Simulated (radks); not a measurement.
# Polarisabilities and dispersion coefficients of He, Li⁺, Be²⁺ and others

Aim: static dipole polarisabilities and C6 coefficients, each species in its NIST ground configuration. After each ground state the linear response is solved; its values go to the run's result record, not to the log. Response by self-consistent Sternheimer equations with the Hartree and adiabatic LDA kernel.

The numbers are computed with radks (a radial shooting solver on a logarithmic mesh, Libxc functionals) version 1 (non-relativistic Kohn-Sham, LB94 model potential, spin-unpolarised, spherical densities, point nucleus), except any that are marked as measured or tabulated.

### 1 The atom as given

```
species : He ([He]), Li⁺ ([He]), Be²⁺ ([He]), B³⁺ ([He]), C⁴⁺ ([He]), N⁵⁺ ([He]), O⁶⁺ ([He]), F⁷⁺ ([He]), Ne⁸⁺ ([He])
```

LB94 adds a gradient term to the LDA potential that gives it a −1/r tail. It is a model potential with no energy functional, so Etot and Exc are not given.

### 2 He, [He]

Input:

```text
Z 2
configuration [He]
relativity non-relativistic
functional lda,pw
model_potential LB94
spin unpolarised
nucleus point
response adiabatic LDA kernel
```

### 3 Li⁺, [He]

Input: that of step 2 with these lines changed.

```diff
@@ -1,2 +1,2 @@
-Z 2
+Z 3
 configuration [He]
```

### 4 Be²⁺, [He]

Input: that of step 3 with these lines changed.

```diff
@@ -1,2 +1,2 @@
-Z 3
+Z 4
 configuration [He]
```

### 5 B³⁺, [He]

Input: that of step 4 with these lines changed.

```diff
@@ -1,2 +1,2 @@
-Z 4
+Z 5
 configuration [He]
```

### 6 C⁴⁺, [He]

Input: that of step 5 with these lines changed.

```diff
@@ -1,2 +1,2 @@
-Z 5
+Z 6
 configuration [He]
```

### 7 N⁵⁺, [He]

Input: that of step 6 with these lines changed.

```diff
@@ -1,2 +1,2 @@
-Z 6
+Z 7
 configuration [He]
```

### 8 O⁶⁺, [He]

Input: that of step 7 with these lines changed.

```diff
@@ -1,2 +1,2 @@
-Z 7
+Z 8
 configuration [He]
```

### 9 F⁷⁺, [He]

Input: that of step 8 with these lines changed.

```diff
@@ -1,2 +1,2 @@
-Z 8
+Z 9
 configuration [He]
```

### 10 Ne⁸⁺, [He]

Input: that of step 9 with these lines changed.

```diff
@@ -1,2 +1,2 @@
-Z 9
+Z 10
 configuration [He]
```

Q: Predict the outcome of this session. Wanted: for each run, species; −ε(HOMO); α; α uncoupled; C6; C8; recommended α.

**Answer**, as computed:

```csv
species,−ε(HOMO) (eV),α (bohr³),α uncoupled (bohr³),C6 (hartree bohr⁶),C8 (hartree bohr⁸),recommended α (bohr³)
He,23.160,1.390,1.524,1.468,14.70,1.38375
Li⁺,72.201,0.1985,0.2124,0.08167,0.2795,-
Be²⁺,148.30,0.05391,0.05684,0.01171,0.01990,-
B³⁺,251.55,0.02021,0.02110,0.002704,0.002737,-
C⁴⁺,381.96,0.009193,0.009533,0.0008344,0.0005589,-
N⁵⁺,539.55,0.004762,0.004914,0.0003115,0.0001474,-
O⁶⁺,724.34,0.002707,0.002783,0.0001321,4.646e-05,-
F⁷⁺,936.32,0.001651,0.001692,6.184e-05,1.692e-05,-
Ne⁸⁺,1175.5,0.001063,0.001087,3.171e-05,7.026e-06,-
```

Uncoupled leaves out the potential induced by the response; C6 and C8 are for like pairs. He is the most polarisable and Ne⁸⁺ the least, a factor 1308 apart. For the pair He–Ne⁸⁺ the Casimir-Polder integral gives C6 = 0.002321, the rule 2·Ca·Cb/(Ca·αb/αa + Cb·αa/αb) on the like-pair values 0.002185. Against the recommended values (Schwerdtfeger and Nagle, 2023 table) the misses are He +0 %. C8 is given only where no p, d or f shell is open.
